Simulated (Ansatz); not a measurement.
# GeH (doublet): the correlation ladder at distance Ge1–H2 = 2.265 Å, cc-pVQZ

Aim: climb from Hartree-Fock through coupled cluster and multireference methods for GeH (doublet) at one geometry and basis, and see what each rung misses.

The runs use Ansatz 0.2.0, Gaussian basis; cc-pVQZ, core rule «outside noble gas», up to 14 orbitals frozen.

The runs, in order: UHF; CCSD(T) on ROHF; CCSD(T) on UHF; BCCD(T) on ROHF; CCSDT(Q) on ROHF; CCSDT(Q) on UHF; CASSCF and MRCISD+Q, 3 electrons in 3 orbitals; CASSCF and NEVPT2, 3 electrons in 3 orbitals; CASSCF and MRCISD+Q, 5 electrons in 5 orbitals; CASSCF and NEVPT4(SD), 5 electrons in 5 orbitals; CASSCF and NEVPT2, 5 electrons in 5 orbitals.

10 further runs of the same task are left out: 1 for a known fault of the program, 9 that didn't finish. Runs told in other sessions of the task aren't counted.

### Step 1. What is computed

The geometry derives from a PBE0/def2-TZVP stationary point (not a proven minimum). One bond is set to the value named and the two fragments are kept rigid. No spin-orbit coupling is included. The filled d shell of Ge may be among the frozen orbitals whatever the setting's name suggests.

2 atoms, charge 0, spin multiplicity 2.

Atoms are counted from 1 here; the program's logs count them from 0.

No contacts short enough for the rule that draws bonds.

### Step 2. UHF

The input, in.yaml:

```yaml
crystal:
  periodic: [false, false, false]
  atoms:
    - {symbol: Ge, position_ang: [0.000000, 0.000000, 0.000000]}
    - {symbol: H, position_ang: [0.000000, 0.000000, 2.265000]}
basis:
  gaussian: {orbitals: cc-pVQZ}
magnetization: {spin_polarized: true, initial_magnetization: 1}
hamiltonian: {xc: hf}
output: {orbitals: {seedname: orbitals}}
```

The run is started by

```sh
$ ansatz run in.yaml --threads 1 --pin off --events-out ev --progress --plain --max-ram 4096MiB --backend cpu
```

The runs that follow: CCSD(T) on ROHF; CCSD(T) on UHF; BCCD(T) on ROHF; CCSDT(Q) on ROHF; CCSDT(Q) on UHF; CASSCF and MRCISD+Q, 3 electrons in 3 orbitals; CASSCF and NEVPT2, 3 electrons in 3 orbitals; CASSCF and MRCISD+Q, 5 electrons in 5 orbitals; CASSCF and NEVPT4(SD), 5 electrons in 5 orbitals; CASSCF and NEVPT2, 5 electrons in 5 orbitals.

**Question.** What will the summary of the whole plan be? Wanted: UCCSDT(Q) from the RHF energy; RMP2 from UCCSDT(Q); UMP2 from UCCSDT(Q); RCCSD from UCCSDT(Q); RCCSD(T) from UCCSDT(Q); UCCSD(T) from UCCSDT(Q); RCCSDT(Q) from UCCSDT(Q); NEVPT2 pair from UCCSDT(Q); NEVPT2 valence from UCCSDT(Q).

The runs gave:

| quantity | value |
| --- | --- |
| UCCSDT(Q) from the ROHF energy | -3.1807 eV |
| RMP2 from UCCSDT(Q) | +76.9 kJ/mol |
| UMP2 from UCCSDT(Q) | +93.7 kJ/mol |
| RCCSD from UCCSDT(Q) | +13.9 kJ/mol |
| RCCSD(T) from UCCSDT(Q) | +3.0 kJ/mol |
| UCCSD(T) from UCCSDT(Q) | +3.5 kJ/mol |
| RCCSDT(Q) from UCCSDT(Q) | +0.3 kJ/mol |
| NEVPT2 pair from UCCSDT(Q) | +50.2 kJ/mol |
| NEVPT2 valence from UCCSDT(Q) | +44.2 kJ/mol |
| NEVPT4(SD) valence from UCCSDT(Q) | +7.0 kJ/mol |
| levels within 1 kcal/mol (43 meV) | RCCSD(T), UCCSD(T), BCCD(T), RCCSDT, UCCSDT, RCCSDT(Q), MRCISD+Q valence |
| T1 diagnostic | 0.033 |
| effectively unpaired electrons | 1.12 |

What this shows: RCCSD(T) misses by +3.0 kJ/mol, 1.0 % of the correlation energy. One determinant dominates. Of the multireference levels listed MRCISD+Q valence comes nearest in total energy (+0.9 kJ/mol), which doesn't show that its space is the better one. These misses are within one basis, not against nature; the frozen cores of restricted and unrestricted runs differ, which can shift their rows.
